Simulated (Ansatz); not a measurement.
Run this with Ansatz's Python interface and show what comes out.

The script, `c2h5ssi.py`:
```python
'''Potential curve of C2H5SSi along one bond.'''

import ansatz as az
import numpy as np


def main() -> None:
    geometry = (
        az.Crystal.molecule()
        .atom('C', [0.4431, 1.1038, -1.0401])
        .atom('C', [0.531, 0.3994, 0.0523])
        .atom('Si', [-0.6646, -0.8577, 0.6889])
        .atom('S', [0.4585, -2.7163, 0.7272])
        .atom('H', [-0.4666, 1.0661, -1.7262])
        .atom('H', [1.1656, 1.8764, -1.338])
        .atom('H', [1.451, 0.5168, 0.6681])
        .atom('H', [-1.004, -0.4897, 2.0774])
        .atom('H', [-1.8256, -0.9452, -0.1267])
    )

    symbols = [site.symbol for site in geometry.cartesian_sites]
    start = np.array([site.position_ang for site in geometry.cartesian_sites])
    axis = (start[8] - start[2]) / np.linalg.norm(start[8] - start[2])
    moving = [8]
    lengths, energies = [1.21, 1.31, 1.42, 1.56, 1.78, 2.13, 2.56, 3.13], []
    for length in lengths:
        xyz = start.copy()
        xyz[moving] += (length - np.linalg.norm(start[8] - start[2])) * axis
        point = az.Crystal.molecule()
        for symbol, place in zip(symbols, xyz):
            point = point.atom(symbol, place.tolist())
        job = (
            point.calculation()
            .basis(gaussian='def2-SVP')
            .functional('CAM-B3LYP')
            .spin('collinear', total=1)
        )
        rep = job.run().report
        energies.append(rep['free_energy_ev'])
        print(f'r = {length:6.3f} A  E = {energies[-1]:.5f} eV  <S^2> = {abs(rep["mean_field"]["state"]["spin_squared"]):.3f}')

    print('energy above the lowest point (eV):', [round(e - min(energies), 3) for e in energies])


if __name__ == '__main__':
    main()
```

```console
$ python c2h5ssi.py
r =  1.210 A  E = -20857.69912 eV  <S^2> = 0.753
r =  1.310 A  E = -20858.39586 eV  <S^2> = 0.753
r =  1.420 A  E = -20858.72277 eV  <S^2> = 0.753
r =  1.560 A  E = -20858.72280 eV  <S^2> = 0.753
r =  1.780 A  E = -20858.24020 eV  <S^2> = 0.753
r =  2.130 A  E = -20857.08829 eV  <S^2> = 0.753
r =  2.560 A  E = -20855.87762 eV  <S^2> = 1.001
r =  3.130 A  E = -20855.32721 eV  <S^2> = 1.187
energy above the lowest point (eV): [1.024, 0.327, 0.0, 0.0, 0.483, 1.635, 2.845, 3.396]
```

Total energies depend on the basis set; only differences at equal settings carry meaning. The rest of the molecule is held rigid at a force-field or estimated start geometry, and the basis set is modest; single-reference methods fail as a bond breaks. The run takes the species as open-shell (spin multiplicity 2), which needn't be its ground state. The expectation value of S² is noticeably off S(S+1) in at least one run, so that state is spin-contaminated. Timing: 2 min on 1 thread of Arm Neoverse V2 (shared host), peak memory 0.36 GiB.
